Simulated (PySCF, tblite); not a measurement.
**C6H8P−: infrared bands and NMR shifts**

Aim: predict the infrared bands and NMR shifts of C6H8P− (`CCc1cc[p-]c1`).

The runs use tblite 0.8.0 and PySCF 2.14.0, with density-fitted response routines of our own; the level of theory stands in each step. All values are computed, except where a source is named. Atoms are numbered from 0 throughout.

## (1) The molecule as given

15 atoms, charge -1, multiplicity 1; geometry from: GFN2-xTB.

Bonds of the start (Å): C0–C1 1.53, C1–C2 1.50, C2–C3 1.40, C3–C4 1.38, C4–P5 1.74, P5–C6 1.74, C6–C2 1.38, C0–H7 1.09, C0–H8 1.09, C0–H9 1.09, C1–H10 1.10, C1–H11 1.10, C3–H12 1.09, C4–H13 1.08, C6–H14 1.08.

## (2) Harmonic vibrations with GFN2-xTB

The job: settings as JSON, then the geometry in Å.

```
{"job": {"kind": "ir", "xc": "GFN2-xTB", "basis": "xTB"}, "charge": -1, "multiplicity": 1}
C     -2.030036    -0.196583    -0.344926
C     -1.005391    -0.221632     0.792994
C      0.371033     0.132431     0.305870
C      1.271261    -0.791792    -0.243348
C      2.454369    -0.213581    -0.645289
P      2.495880     1.507301    -0.360355
C      0.887391     1.413054     0.306765
H     -3.030742    -0.453688     0.011592
H     -2.062521     0.795423    -0.791613
H     -1.743757    -0.905578    -1.119752
H     -1.319666     0.486517     1.567937
H     -0.996704    -1.223354     1.239045
H      1.057845    -1.852357    -0.336522
H      3.284264    -0.749669    -1.089239
H      0.362360     2.281497     0.684929
```

**Question.** This job is followed by: GIAO PBE0/pcSseg-1 NMR shielding, non-relativistic, gas phase. Predict these results of the whole session: strongest single infrared mode (GFN2-xTB); zero-point energy (GFN2-xTB); 13C shifts against TMS (PBE0/pcSseg-1); 1H shifts against TMS (PBE0/pcSseg-1, means over atoms taken as alike); 31P shifts against H3PO4 (PBE0/pcSseg-1).

**Answer**, as computed:

| quantity | value |
| --- | --- |
| strongest single infrared mode (GFN2-xTB) | 3003 cm⁻¹, 294 km/mol |
| zero-point energy (GFN2-xTB) | 74.6 kcal/mol |
| 13C shifts against TMS (PBE0/pcSseg-1) | 133.6, 132.7, 129.3, 115.5, 33.0, 24.1 ppm |
| 1H shifts against TMS (PBE0/pcSseg-1, means over atoms taken as alike) | 6.76, 6.57, 6.51, 2.63, 1.01 ppm |
| 31P shifts against H3PO4 (PBE0/pcSseg-1) | 78.4 ppm |

In words: No mode is imaginary among the 39: a minimum at this level. The strongest single mode, at 3003 cm⁻¹, moves mainly H14 and H13. GFN2-xTB is a fitted tight-binding method: band positions and strengths are rough. Its intensities can rank the bands wrongly. At PBE0/pcSseg-1: Shielding is most anisotropic at P5 (span 269 ppm, paramagnetic term -729 ppm). NICS(1)zz of -30 ppm above the planar ring from C2 marks a diatropic (aromatic) ring current.
